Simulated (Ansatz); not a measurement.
# MnO2 (Fd-3m) in Ansatz: relaxation of cell and atoms with PBEsol

Aim: the relaxation of cell and atoms of MnO2 with PBEsol.

Program: Ansatz 0.2.0. These are calculated values, not measurements. Logs are shortened: lines on timing, memory, paths and dates and some standing lists are left out, and cuts for length are marked.

### Step 1. The crystal as given

It takes space group Fd-3m (No. 227, cubic). The conventional cell has a = 8.040 Å, b = 8.040 Å, c = 8.040 Å, α = 90.00°, β = 90.00°, γ = 90.00°. Mn (site symmetry -3m) has 6 O at 1.90 Å as nearest neighbours. Around O (site symmetry 3m) lie 3 Mn at 1.90 Å.

The cell is a database's computed one.

### Step 2. Relaxation of cell and atoms, PBEsol, collinear spin, ferromagnetic start

File input.yaml:

```yaml
crystal:
  lattice:
    - [0.0, 4.0199925062, 4.0199925062]
    - [4.0199925062, 0.0, 4.0199925062]
    - [4.0199925062, 4.0199925062, 0.0]
  atoms:
    - { symbol: Mn, position: [0.125, 0.125, 0.125], spin: 4.0 }
    - { symbol: Mn, position: [0.125, 0.125, 0.625], spin: 4.0 }
    - { symbol: Mn, position: [0.625, 0.125, 0.125], spin: 4.0 }
    - { symbol: Mn, position: [0.125, 0.625, 0.125], spin: 4.0 }
    - { symbol: O, position: [0.3609537633, 0.3609537633, 0.3609537633] }
    - { symbol: O, position: [0.3609537633, 0.3609537633, 0.91713871] }
    - { symbol: O, position: [0.91713871, 0.3609537633, 0.3609537633] }
    - { symbol: O, position: [0.3609537633, 0.91713871, 0.3609537633] }
    - { symbol: O, position: [0.8890462367, 0.8890462367, 0.33286129] }
    - { symbol: O, position: [0.8890462367, 0.8890462367, 0.8890462367] }
    - { symbol: O, position: [0.8890462367, 0.33286129, 0.8890462367] }
    - { symbol: O, position: [0.33286129, 0.8890462367, 0.8890462367] }
hamiltonian:
  xc: pbesol
  pseudopotentials: { kind: paw }
magnetization:
  spin_polarized: true
kpoints:
  mp_grid: { grid: [6, 6, 6] }
scf:
  occupations: { method: fermi_dirac, width: 0.05 }
output:
  forces: true
  stress: true
  eigenvalues: true
relax:
  f_tol: 0.01
  max_steps: 40
  cell: { stress_tol: 0.05 }
```

Potentials or basis: Ansatz PAW.

Started as:

```bash
> ansatz run input.yaml --threads 4 --pin off --max-ram 11264MiB --backend cpu --events-out ev --progress --plain --runs-dir out
```

The program printed:

```text
Warning: RAYON_NUM_THREADS=4 ignored (pool sized by the plan → 4); use --threads N
Engine: ansatz 0.2.0, x86_64-unknown-linux-gnu
Pseudopotentials: kind: paw
Pseudopotential: Mn, paw, valence charge 15, recommended cutoff 420 eV (normal), Mn.paw.azcp
Pseudopotential: O, paw, valence charge 6, recommended cutoff 420 eV (normal), O.paw.azcp
Functional definition: PBEsol
  exchange = pbesol_x
  correlation = pbesol_c
Crystal: 12 atoms, lattice volume = 129.929 Å³
Basis set: ecut = 420 eV, 2637 PW (Γ), exchange–correlation on 80×80×80 points (8 copies of the dense FFT grid, shifted against one another)
Bands: 75, of which v1, the nominal top of the filled ones, is band 54 counted from 1 (53 counted from 0)
Symmetry: 48 space group operations
Space group: Fd-3m (ITA 227), of the structure as read, at distance tolerance 5.1e-5 Å
Magnetic group: BNS 227.128 (UNI 1630), of the structure as read, at distance tolerance 5.1e-5 Å
k-points: 16 of 216
Non-local potential: Mn, projectors of the file, l = 0: 3, l = 1: 2, l = 2: 3, l = 3: 1
Non-local potential: O, projectors of the file, l = 0: 2, l = 1: 2, l = 2: 1
PAW form: soft (Blöchl's): semilocal exchange-correlation on the pseudo side does not see the compensation charge
PAW frozen core: Mn, regenerated for the run's functional, and the local potential with it (the file was generated under x = pbe(κ = 0.804, μ = 0.2195149727645171), c = pbe(β = 0.06672455060314922))
[... 141 lines left out ...]
  atom  10  O     -0.00007258    -0.00007258    -0.00007258
  atom  11  O      0.00007258    -0.00007258     0.00007258
  atom  12  O     -0.00007258     0.00007258     0.00007258
  max |Σ_I F_I| component: 6.87e-18 eV/Å
--- Stress (GPa, compression-positive) ---
       -0.005996      -0.000000      -0.000000
       -0.000000      -0.005996      -0.000000
       -0.000000      -0.000000      -0.005996
  P = ⅓ Tr σ = -0.0060 GPa (-0.060 kbar)
--- Band table (eV; the first three rows and the last of 32) ---
  k-point 0 ↑: bands = ["-73.2572", "-73.2359", "-73.2359", "-73.2359", "-42.2416", "-42.1331", "-42.1331", "-42.1331", "-42.0866", "-42.0866", "-42.0275", "-42.0275", "-42.0275", "-42.0198", "-42.0198", "-42.0198", "-11.7017", "-10.0766", "-9.9948", "-9.9948", "-9.9948", "-9.5162", "-9.5162", "-9.5162", "0.6363", "1.1659", "1.1659", "1.1659", "1.8641", "1.8641", "2.8395", "2.8395", "2.8432", "2.8432", "2.8432", "3.3252", "4.1811", "4.1811", "4.1811", "5.2305", "5.2305", "5.3176", "5.3176", "5.3176", "5.5059", "5.5059", "5.5059", "6.3337", "6.3337", "6.3337", "6.3749", "6.3749", "6.3749", "6.8022", "6.8022", "6.8022", "7.0907", "7.0907", "7.0907", "7.5977", "10.4085", "10.4085", "10.4085", "10.8328", "10.8328", "10.8328", "10.9545", "10.9545", "15.1096", "18.3843", "18.3843", "18.3843", "19.9988", "20.3238", "20.3238"]
  k-point 1 ↑: bands = ["-73.2561", "-73.2369", "-73.2359", "-73.2359", "-42.2329", "-42.1310", "-42.1290", "-42.1290", "-42.0851", "-42.0851", "-42.0321", "-42.0321", "-42.0310", "-42.0275", "-42.0209", "-42.0209", "-11.6256", "-10.1922", "-9.9752", "-9.9752", "-9.9472", "-9.5580", "-9.5388", "-9.5388", "0.7747", "1.2840", "1.2840", "1.3678", "1.8887", "1.8887", "2.7008", "2.7008", "2.8124", "2.8721", "2.8721", "3.2091", "4.1476", "4.2527", "4.2527", "4.7002", "4.7002", "5.0328", "5.2661", "5.2661", "5.5747", "5.7628", "5.7628", "6.0803", "6.3749", "6.3850", "6.3850", "6.5378", "6.5378", "6.8452", "6.8678", "6.8678", "7.1613", "7.1613", "7.2656", "7.6258", "10.3381", "10.3381", "10.3427", "10.7004", "10.7004", "10.7738", "10.8881", "10.8881", "15.4592", "18.3476", "18.7069", "18.7069", "19.9220", "20.4177", "20.4177"]
  k-point 2 ↑: bands = ["-73.2536", "-73.2395", "-73.2359", "-73.2359", "-42.2136", "-42.1219", "-42.1204", "-42.1204", "-42.0791", "-42.0791", "-42.0599", "-42.0463", "-42.0463", "-42.0275", "-42.0216", "-42.0216", "-11.4331", "-10.4187", "-9.9285", "-9.9285", "-9.9061", "-9.6311", "-9.5914", "-9.5914", "1.1140", "1.5696", "1.5696", "1.8949", "1.9549", "1.9549", "2.4601", "2.4601", "2.7541", "2.8582", "2.9584", "2.9584", "3.8370", "3.8370", "4.0028", "4.5685", "4.6088", "4.6088", "5.0386", "5.0386", "5.5909", "5.7126", "5.9145", "5.9145", "6.3749", "6.5432", "6.5432", "6.7236", "6.7236", "7.0383", "7.0383", "7.0616", "7.3201", "7.3201", "7.3910", "7.6757", "10.1915", "10.1915", "10.2170", "10.3524", "10.3524", "10.6535", "10.8328", "10.8328", "16.3219", "18.0366", "19.4199", "19.4199", "20.2778", "20.6938", "20.6938"]
  k-point 15 ↓: bands = ["-70.1104", "-70.1104", "-70.0983", "-70.0983", "-39.2108", "-39.2108", "-39.1058", "-39.1058", "-38.9823", "-38.9823", "-38.9629", "-38.9629", "-38.9422", "-38.9422", "-38.9256", "-38.9256", "-10.7326", "-10.7326", "-9.7185", "-9.7185", "-9.5812", "-9.5812", "-9.5232", "-9.5232", "2.5272", "2.5272", "2.7696", "2.7696", "2.9412", "2.9412", "3.0566", "3.0566", "3.4448", "3.4448", "3.8619", "3.8619", "4.0240", "4.0240", "4.4329", "4.4329", "5.1013", "5.1013", "5.7883", "5.7883", "6.1695", "6.1695", "6.3717", "6.3717", "9.2799", "9.2799", "9.4264", "9.4264", "9.6662", "9.6662", "9.9224", "9.9224", "10.0966", "10.0966", "10.1979", "10.1979", "11.3441", "11.3441", "11.6161", "11.6161", "11.7891", "11.7891", "11.9985", "11.9985", "18.6925", "18.6925", "19.4317", "19.4317", "21.2214", "21.2214", "22.4159"]
--- Relaxed structure (4 steps of the walk, 4 accepted, 2 SCFs on fresh bases) ---
  F+E_penalty+E_count = -19961.27164936 eV   max|allowed force component| = 7.258e-5 eV/Å   (the final SCF, on the basis selected at the relaxed cell)
  cell:  # Å, volume = 128.5132 Å³
    - [-3.120915370148549e-34, 4.005338561902034, 4.005338561902034]
    - [4.005338561902034, -1.7196880611022619e-34, 4.005338561902034]
    - [4.005338561902034, 4.005338561902034, 1.146458707401508e-34]
  atoms:
    - { symbol: Mn, position: [0.125, 0.125, 0.125] }
    - { symbol: Mn, position: [0.125, 0.125, 0.625] }
    - { symbol: Mn, position: [0.625, 0.125, 0.125] }
    - { symbol: Mn, position: [0.125, 0.625, 0.125] }
    - { symbol: O, position: [0.3609713538276795, 0.3609713538276795, 0.3609713538276795] }
    - { symbol: O, position: [0.3609713538276795, 0.3609713538276795, 0.9170859385169614] }
    - { symbol: O, position: [0.9170859385169614, 0.3609713538276795, 0.36097135382767953] }
    - { symbol: O, position: [0.3609713538276795, 0.9170859385169614, 0.36097135382767953] }
    - { symbol: O, position: [0.8890286461723205, 0.8890286461723205, 0.33291406148303837] }
    - { symbol: O, position: [0.8890286461723205, 0.8890286461723205, 0.8890286461723205] }
    - { symbol: O, position: [0.8890286461723205, 0.33291406148303837, 0.8890286461723206] }
    - { symbol: O, position: [0.33291406148303837, 0.8890286461723205, 0.8890286461723206] }
```

Wall time 23 s (4 threads of Intel Xeon 6975P-C (Granite Rapids), shared host); peak memory 0.78 GiB.

What came out:

| Quantity | Value |
| --- | --- |
| Free energy | -19961.2716 eV |
| Relaxed volume | 10.71 Å³/atom |
| Relaxed cell | a = 5.664 Å, b = 5.664 Å, c = 5.664 Å, α = 60.00°, β = 60.00°, γ = 60.00° |
| Space group after relaxing (to 0.05 Å) | Fd-3m (No. 227) |
| Energy gained by relaxing | 0.8 meV/atom |
| Ionic steps | 6 |
| Pressure after relaxing | 0.0 GPa |
| Band gap on the k mesh | 0.35 eV, indirect (least direct gap 0.50 eV) |
| Net moment | 12.00 μB per cell |
| Absolute moment | 12.10 μB per cell |
| Site moments | Mn +2.46; O +0.06 μB |

Step by step:
| step | energy change (eV) | largest force (eV/Å) | volume (Å³) |
| --- | --- | --- | --- |
| 1 | 0.0000 | 0.1511 | 129.93 |
| 2 | -0.0115 | 0.0865 | 129.08 |
| 3 | -0.0160 | 0.0002 | 128.60 |
| 4 | -0.0102 | 0.0006 | 128.60 |
| 5 | -0.0106 | 0.0002 | 128.51 |
| 6 | -0.0095 | 0.0001 | 128.51 |

Final structure:
```
CELL_PARAMETERS angstrom
0.00000 4.00534 4.00534
4.00534 0.00000 4.00534
4.00534 4.00534 0.00000
ATOMIC_POSITIONS crystal
Mn 0.12500 0.12500 0.12500
Mn 0.12500 0.12500 0.62500
Mn 0.62500 0.12500 0.12500
Mn 0.12500 0.62500 0.12500
O 0.36097 0.36097 0.36097
O 0.36097 0.36097 0.91709
O 0.91709 0.36097 0.36097
O 0.36097 0.91709 0.36097
O 0.88903 0.88903 0.33291
O 0.88903 0.88903 0.88903
O 0.88903 0.33291 0.88903
O 0.33291 0.88903 0.88903
```

Levels at points of the mesh, in eV from the valence-band top:
Spin up:
```tsv
k point	band 57	band 58	band 59	band 60	band 61	band 62	band 63	band 64
(0.00, 0.00, 0.00)	-0.66	-0.66	-0.66	-0.15	2.66	2.66	2.66	3.09
(0.00, 0.00, -0.50)	-0.35	-0.35	-0.33	-0.05	2.39	2.39	2.40	2.40
(0.00, -0.50, -0.50)	-0.07	-0.07	-0.04	-0.04	1.88	1.88	2.30	2.30
```
Spin down:
```csv
k point,band 46,band 47,band 48,band 49,band 50,band 51
"(0.00, 0.00, 0.00)",-0.78,-0.78,-0.78,0.35,0.35,1.53
"(0.00, 0.00, -0.50)",-1.72,-0.87,-0.87,1.03,1.03,1.82
"(0.00, -0.50, -0.50)",-1.69,-1.21,-1.21,1.42,1.42,1.72
```

Caveat: the plane-wave basis is chosen anew once the cell has moved, so the energies of steps on either side of that aren't comparable; the pressure holds a Pulay correction of +0.8 GPa for the finite cutoff; only a ferromagnetic start was run, and an antiferromagnetic order may lie lower in energy; the PAW data sets come from PBE, with cores solved anew for the run's functional, which leaves a small shift of forces and pressure.
